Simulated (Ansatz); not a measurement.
Born–Oppenheimer molecular dynamics of a periodic cell of 17 atoms, W8C9 (surface WC(001), adsorbate C). It goes on from the last frame of an earlier run, with new velocities.

All numbers below come from DFT PBE, scalar-relativistic, plane waves, PAW (Ansatz 0.2.0). Settings: PAW set soft_1, cutoff 420 eV, k mesh 2x2x1, fermi-dirac smearing 0.15 eV, no spin polarisation.

- ensemble: NVT, Langevin thermostat
- time step: 1 fs
- steps asked: 130
- set temperature: 2400 K
- friction: 0.02 /fs
- atoms held: 1, 5, 9, 13
- seed: 770820

First frame:

```xyz
17
Lattice="5.7965 0.0000 0.0000 -2.8982 5.0199 0.0000 0.0000 0.0000 15.2523" Properties=species:S:1:pos:R:3
W 0.000 0.000 1.000
C 1.506 0.922 2.330
W -0.040 0.003 3.968
C 1.582 0.674 5.338
W -1.449 2.510 1.000
C 0.005 3.205 2.383
W -1.440 2.445 4.056
C 0.109 3.614 5.191
W 2.898 0.000 1.000
C 4.272 0.816 2.228
W 2.997 0.054 3.720
C 4.069 0.681 5.342
W 1.449 2.510 1.000
C 2.901 3.392 2.262
W 1.536 2.559 4.040
C 2.994 3.409 5.102
C 2.941 0.029 5.760
```

What does the run give?

All steps were run.

- steps done: 130
- time covered: 130 fs
- mean temperature over the second half: 2286 K
- spread of the potential energy over the second half: 35.5 meV per atom
- mean potential energy of the second half above the start: 160.0 meV per atom

A run of 0.13 ps of so small a system gives no equilibrium averages. Limits of this set-up: coarse k mesh, thin slab, slab without dipole correction.

What happens to the structure?

Mean squared displacements from the first frame to the last: W 0.02 Å², C 0.12 Å². The details hang on the random start.

How do temperature and energy run in time?


```csv
time (fs),T (K),potential energy less start (eV)
0,2400,0.000
4,2200,-0.133
8,1871,0.487
12,1349,1.179
16,1660,1.199
20,2261,0.798
24,2490,0.780
28,2270,1.143
32,2276,1.335
36,1674,2.035
40,1480,2.225
44,1776,2.114
48,1876,1.809
52,1769,1.534
56,2018,1.527
60,1751,1.741
64,1609,1.766
68,1917,1.652
72,2578,1.601
76,2846,1.866
80,2132,2.727
84,2166,3.373
88,2336,3.191
92,2448,2.983
96,2516,3.113
100,2100,3.205
104,2305,3.084
108,2204,3.053
112,1898,2.900
116,2184,2.408
120,2721,2.134
124,2054,3.332
128,2093,3.324
```

The run took 17 min on 1 thread of Arm Neoverse V2, on a shared host, peak memory 0.73 GiB.
